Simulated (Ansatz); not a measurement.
# AlAsH4S: basis-set convergence

Aim: see how fast density functionals converge with the basis set for AlAsH4S.

Program: Ansatz 0.2.0, Gaussian basis. Level of theory: one geometry, several basis sets. These are calculated values, not measurements.

Plan: PBE0-D4/def2-SVP; ωB97M-V/def2-SVP; PBE0-D4/def2-QZVPP; ωB97M-V/def2-QZVPP; the functionals' def2-TZVPP values are taken from earlier runs.

### Step 1. Structure used throughout

An earlier PBE0-D4 in a triple-zeta def2 set relaxation fixed the geometry.

7 atoms, charge 0, spin multiplicity 1.

Atoms are counted from 1 here; the program's logs count them from 0.

Bond lengths: Al1–As2 2.465 Å, Al1–S3 2.427 Å, Al1–H4 1.582 Å, Al1–H5 1.583 Å, As2–S3 2.362 Å, As2–H6 1.524 Å, S3–H7 1.343 Å. Angles: As2–Al1–S3 57.7°, As2–Al1–H4 115.0°, As2–Al1–H5 118.2°, S3–Al1–H4 107.5°, S3–Al1–H5 108.8°, H4–Al1–H5 125.8°, Al1–As2–S3 60.3°, Al1–As2–H6 91.9°, S3–As2–H6 91.6°, Al1–S3–As2 61.9°, Al1–S3–H7 95.0°, As2–S3–H7 97.4°.

### Step 2. PBE0-D4 in def2-SVP

in.yaml

```yaml
crystal:
  periodic: [false, false, false]
  atoms:
    - {symbol: Al, position_ang: [-0.851610, 0.180804, -0.692204]}
    - {symbol: As, position_ang: [-0.342813, -0.312031, 1.668537]}
    - {symbol: S, position_ang: [0.974180, -1.277365, -0.037603]}
    - {symbol: H, position_ang: [-1.978259, -0.724869, -1.335251]}
    - {symbol: H, position_ang: [-0.247604, 1.498935, -1.328294]}
    - {symbol: H, position_ang: [0.592605, 0.886916, 1.770678]}
    - {symbol: H, position_ang: [1.914599, -0.320491, -0.091563]}
basis:
  gaussian: {orbitals: def2-SVP}
hamiltonian: {xc: pbe0, dispersion: d4}
output: {orbitals: {seedname: orbitals}}
```

On the command line:

```
$ ansatz run in.yaml --threads 2 --pin off --events-out ev --progress --plain --max-ram 4352MiB
```

Further steps of the session: ωB97M-V in def2-SVP; PBE0-D4 in def2-QZVPP; ωB97M-V in def2-QZVPP.

Before running them: what should the planned runs give, taken together? Wanted: PBE0-D4: double and triple zeta above quadruple; ωB97M-V: double and triple zeta above quadruple.

The runs gave:

| quantity | value |
| --- | --- |
| PBE0-D4: double and triple zeta above quadruple | 15.54, 1.84 eV |
| ωB97M-V: double and triple zeta above quadruple | 15.43, 1.79 eV |

PBE0-D4 gains 13.70 eV from double to triple zeta, then 1.84 eV more. Total energies overstate the basis error of differences, where much of it tends to cancel.
